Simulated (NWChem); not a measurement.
# C2H3F3 (1,1,2-trifluoroethane): B3LYP/def2-SVPD

What is the electronic atomisation energy of C2H3F3 (1,1,2-trifluoroethane) at B3LYP/def2-SVPD? 

The calculation is run with NWChem 7.3.0.

## (1) The molecule

C2H3F3 has 8 atoms, charge 0, and is taken as a singlet. As SMILES, `FCC(F)F`. Geometry: relaxed at PBE0-D4/def2-TZVP. This is one conformer, not always the lowest.

Bond lengths: F1–C2 1.372 Å, C2–C3 1.509 Å, C3–F4 1.352 Å, C3–F5 1.356 Å, C2–H6 1.093 Å, C2–H7 1.093 Å, C3–H8 1.095 Å. Some angles: F1–C2–C3 109.3°, C2–C3–F4 110.4°, C2–C3–F5 108.3°, F4–C3–F5 107.9°, F1–C2–H6 109.4°, F1–C2–H7 109.2°, C3–C2–H6 109.5°, C3–C2–H7 109.4°, C2–C3–H8 113.0°, F4–C3–H8 108.2°.

## (2) A single-point energy at B3LYP/def2-SVPD (run 1)

File c2h3f3.nw:

```
echo
start c2h3f3
title "C2H3F3 B3LYP"
memory 2200 mb
charge 0

geometry units angstrom noautosym nocenter noautoz
  F    -1.142800   -0.681000    1.163100
  C    -0.188200    0.195100    0.711800
  C     0.172900   -0.152400   -0.711300
  F     0.824200   -1.335800   -0.756500
  F     1.011700    0.803600   -1.182200
  H     0.701700    0.118900    1.342500
  H    -0.588500    1.211500    0.747300
  H    -0.698800   -0.217000   -1.370500
end

basis spherical bse
  * library def2-SVPD
end

dft
  xc b3lyp
  grid fine
  convergence energy 1e-08
  iterations 100
  mulliken
  noprint "final vectors analysis"
end

task dft energy
```

Launch:

```sh
$ nwchem c2h3f3.nw > c2h3f3.out
```

Standard output, shortened:

```text
[...]
          Wavefunction type:  closed shell.
          No. of atoms     :     8
          No. of electrons :    42
[...]
          Charge           :     0
          Spin multiplicity:     1
[...]
          AO basis - number of functions:   133
[...]
              XC Information
              --------------
                         B3LYP Method XC Potential
                     Hartree-Fock (Exact) Exchange  0.200
                        Slater Exchange Functional  0.800 local
                    Becke 1988 Exchange Functional  0.720 non-local
              Lee-Yang-Parr Correlation Functional  0.810
                  VWN I RPA Correlation Functional  0.190 local
[...]
 d= 0,ls=0.0,diis     1   -377.1406385213 -5.69D+02  1.59D-02  1.27D+00     4.5
[...]
 d= 0,ls=0.0,diis     8   -377.2782863691  3.77D-09  2.59D-06  4.02D-07    26.2
         Total DFT energy =     -377.278286369078
      One electron energy =     -901.710064563399
           Coulomb energy =      376.382024696753
    Exchange-Corr. energy =      -43.310045949489
 Nuclear repulsion energy =      191.359799447058
[...]
      Total Density - Mulliken Population Analysis
     ---------------------------------------------
    Atom       Charge   Shell Charges
 -----------   ------   -------------------------------------------------------
    1 F    9     9.44   1.99  1.14  0.79  0.08  3.35  1.91  0.14  0.01  0.04
    2 C    6     5.18   1.98  0.97 -0.36  0.05  2.07  0.34  0.07  0.06
    3 C    6     4.94   1.98  0.97 -0.29 -0.03  1.97  0.15  0.12  0.07
    4 F    9     9.40   1.99  1.14  0.78  0.07  3.35  1.89  0.14  0.01  0.03
    5 F    9     9.42   1.99  1.14  0.79  0.09  3.35  1.89  0.14  0.01  0.03
    6 H    1     1.16   0.77  0.34  0.02  0.02
    7 H    1     1.14   0.78  0.34  0.02 -0.00
    8 H    1     1.31   0.79  0.49  0.02  0.01
[...]
```

Wall time 27 s (1 thread of Intel Xeon 6975P-C (Granite Rapids), shared host); peak memory 0.12 GiB.

## (3) The C atom at the same level (run 2)

File nw.nw:

```
start nw
title "C energy"
memory 2200 mb
charge 0

geometry noautosym nocenter noautoz
C      0.000000     0.000000     0.000000
end

basis "ao basis" spherical bse
* library def2-SVPD
end

dft
xc b3lyp
mult 3
grid fine
convergence energy 1e-08
iterations 100
mulliken
print low
end

task dft energy
```

Launch:

```sh
$ nwchem nw.nw > nw.out
```

Standard output, shortened:

```text
[...]
 d= 0,ls=0.0,diis     1    -37.7816746037 -3.78D+01  2.04D-02  6.20D-02     0.1
[...]
 d= 0,ls=0.0,diis     6    -37.8149403428 -1.02D-09  4.56D-08  7.69D-13     0.3
[...]
         Total DFT energy =      -37.814940342812
      One electron energy =      -50.421659741157
           Coulomb energy =       17.840439867066
    Exchange-Corr. energy =       -5.233720468721
 Nuclear repulsion energy =        0.000000000000
[...]
      Total Density - Mulliken Population Analysis
     ---------------------------------------------
    Atom       Charge   Shell Charges
 -----------   ------   -------------------------------------------------------
    1 C    6     6.00   1.99  1.26  0.69  0.06  1.26  0.74  0.00  0.00
     --------------------------------------------
      Spin Density - Mulliken Population Analysis
     --------------------------------------------
    Atom       Charge   Shell Charges
 -----------   ------   -------------------------------------------------------
    1 C    6     2.00   0.00  0.06 -0.03 -0.03  1.26  0.74 -0.00 -0.00
[...]
      <S2> =      2.0038 (Exact =     2.0000)
[...]
```

Wall time 0.89 s (1 thread of Intel Xeon 6975P-C (Granite Rapids), shared host); peak memory 0.1 GiB.

Run 3 isn't shown in full; the table further down has it.

## (4) The H atom (run 4)

File h.nw:

```
start h
title "H energy"
memory 2200 mb
geometry units bohr noautosym nocenter noautoz
   H    0.00000000   0.00000000   0.00000000
end
basis spherical bse
   * library def2-SVPD
end
dft
   xc b3lyp
   mult 2
   grid fine
   convergence energy 1e-08
   maxiter 100
   mulliken
   print low
end
task dft energy
```

Launch:

```sh
$ nwchem h.nw > h.out
```

Standard output, shortened:

```text
[...]
 d= 0,ls=0.0,diis     1     -0.5012513432 -5.01D-01  7.59D-04  1.06D-05     0.0
[...]
 d= 0,ls=0.0,diis     4     -0.5012588524 -2.86D-13  1.21D-09  2.54D-17     0.1
[...]
         Total DFT energy =       -0.501258852372
      One electron energy =       -0.499271450886
           Coulomb energy =        0.311465432720
    Exchange-Corr. energy =       -0.313452834206
 Nuclear repulsion energy =        0.000000000000
[...]
      Total Density - Mulliken Population Analysis
     ---------------------------------------------
    Atom       Charge   Shell Charges
 -----------   ------   -------------------------------------------------------
    1 H    1     1.00   0.54  0.46  0.00 -0.00
     --------------------------------------------
      Spin Density - Mulliken Population Analysis
     --------------------------------------------
    Atom       Charge   Shell Charges
 -----------   ------   -------------------------------------------------------
    1 H    1     1.00   0.54  0.46  0.00 -0.00
[...]
      <S2> =      0.7500 (Exact =     0.7500)
[...]
```

It took 0.69 s on 1 thread of Intel Xeon 6975P-C (Granite Rapids), shared host; peak memory 0.1 GiB.

## (5) Overview of the runs

| run | level | partner | energy (Eh) | wall time |
| --- | --- | --- | --- | --- |
| 1 | B3LYP/def2-SVPD | base | -377.278286 | 27 s |
| 2 | UB3LYP/def2-SVPD | atoms | -37.814940 | 0.89 s |
| 3 | UB3LYP/def2-SVPD | atoms | -99.653089 | 0.97 s |
| 4 | UB3LYP/def2-SVPD | atoms | -0.501259 | 0.69 s |

## (6) Summary of results

At B3LYP/def2-SVPD:

| quantity | value |
| --- | --- |
| H atom: total energy | -0.50126 Eh |
| H atom: ⟨S²⟩ | 0.750 |
| electronic atomisation energy | 32.255 eV |

What this shows: Taking the molecule apart into free atoms costs 32.26 eV (744 kcal/mol), before zero-point energy and without spin-orbit coupling. All runs together took 30 s, the longest 27 s.
